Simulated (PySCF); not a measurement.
# MoO₂H: relaxation and vibrations of the doublet

Aim: relax MoO₂H as a doublet from a T-shaped (ligand arrangement 1) start, check by its vibrations whether the end is a minimum, and collect its spectrum and constants.

Method: PBE0, basis Mo def2-TZVP with ECP28, O def2-TZVP, H def2-TZVP, scalar-relativistic core potentials, no spin–orbit coupling, density fitting; program: PySCF 2.14.0.

**1. The system as given**

4 atoms, charge 0, spin multiplicity 2.

Bond lengths: Mo1–O2 1.780 Å, Mo1–O3 1.780 Å, Mo1–H4 1.700 Å. Angles: O2–Mo1–O3 176.0°, O2–Mo1–H4 88.0°, O3–Mo1–H4 88.0°.

```xyz
4
charge 0 multiplicity 2
Mo    0.0000    0.0000    0.0000
O     1.7789    0.0000    0.0621
O    -1.7789    0.0000    0.0621
H     0.0000    0.0000    1.7000
```

**2. The SCF at the typed geometry**

The steps below are one call of a driver around PySCF. For each, scf.py gives the equivalent set-up of the SCF; relaxations use the driver's own optimiser. After this first run the driver tries any further starts and a stability analysis.

The input, scf.py:

```python
from pyscf import gto, scf, dft
mol = gto.M(atom='''
Mo     0.000000     0.000000     0.000000
O      1.778900     0.000000     0.062100
O     -1.778900     0.000000     0.062100
H      0.000000     0.000000     1.700000''',
    basis={'Mo': 'def2-TZVP', 'O': 'def2-TZVP', 'H': 'def2-TZVP'},
    ecp={'Mo': 'def2-TZVP'},
    charge=0, spin=1)
mf = dft.UKS(mol, xc='PBE0')
mf.grids.atom_grid = (50, 194)
aux = {'Mo': 'def2-universal-JKFIT', 'O': 'def2-universal-JKFIT', 'H': 'def2-universal-JKFIT'}
mf = mf.density_fit(auxbasis=aux)
mf.conv_tol = 1e-08
mf.diis_space = 10
mf.max_cycle = 60
mf.init_guess = 'minao'
mf.verbose = 4
mf.kernel()
```

The run is started by

```sh
> OMP_NUM_THREADS=4 python axn.py task.json out
```

The runs that follow: Relaxing the doublet from the T-shaped (ligand arrangement 1) start; Is it a minimum? Harmonic modes; Downhill along the imaginary mode; Frequencies.

Before running it: what results should come out? Wanted: minimum; geometry; wavenumbers; dipole moment; highest occupied, lowest empty level; polar-tensor charge of Mo1; zero-point energy; atomisation energy; ⟨S²⟩.

As calculated:

| quantity | value |
| --- | --- |
| minimum | doublet, Cs |
| geometry | Mo–H 1.727 Å, Mo–O 1.683 Å (×2); H–Mo–O 111.3° (×2), O–Mo–O 120.0° |
| wavenumbers (cm⁻¹) | 215 (a'), 343 (a'), 637 (a''), 999 (a''), 1048 (a'), 1878 (a') |
| dipole moment | 2.46 D |
| highest occupied, lowest empty level (either spin) | -6.74, -4.68 eV |
| polar-tensor charge of Mo1 | +1.67 e |
| zero-point energy | 30.6 kJ/mol |
| entropy at 298.15 K | 288.4 J/(mol K) |
| atomisation energy (no zero-point energy) | 1312 kJ/mol |
| ⟨S²⟩ | 0.756 |

The T-shaped (ligand arrangement 1) start (C2v) ends in a minimum of Cs symmetry, after a stop at a saddle point 3.5 kJ/mol higher, from which it was pushed off along an imaginary mode. In the infrared the band at 999 cm⁻¹ (a'', stretch) leads. Most of the spin sits on Mo1 (Mulliken spin 0.97, against 1 for the whole molecule). Other starts or spin states, not run here, may lie lower. Open d and f shells are described by one determinant, and the ground state may have another occupation or spin.
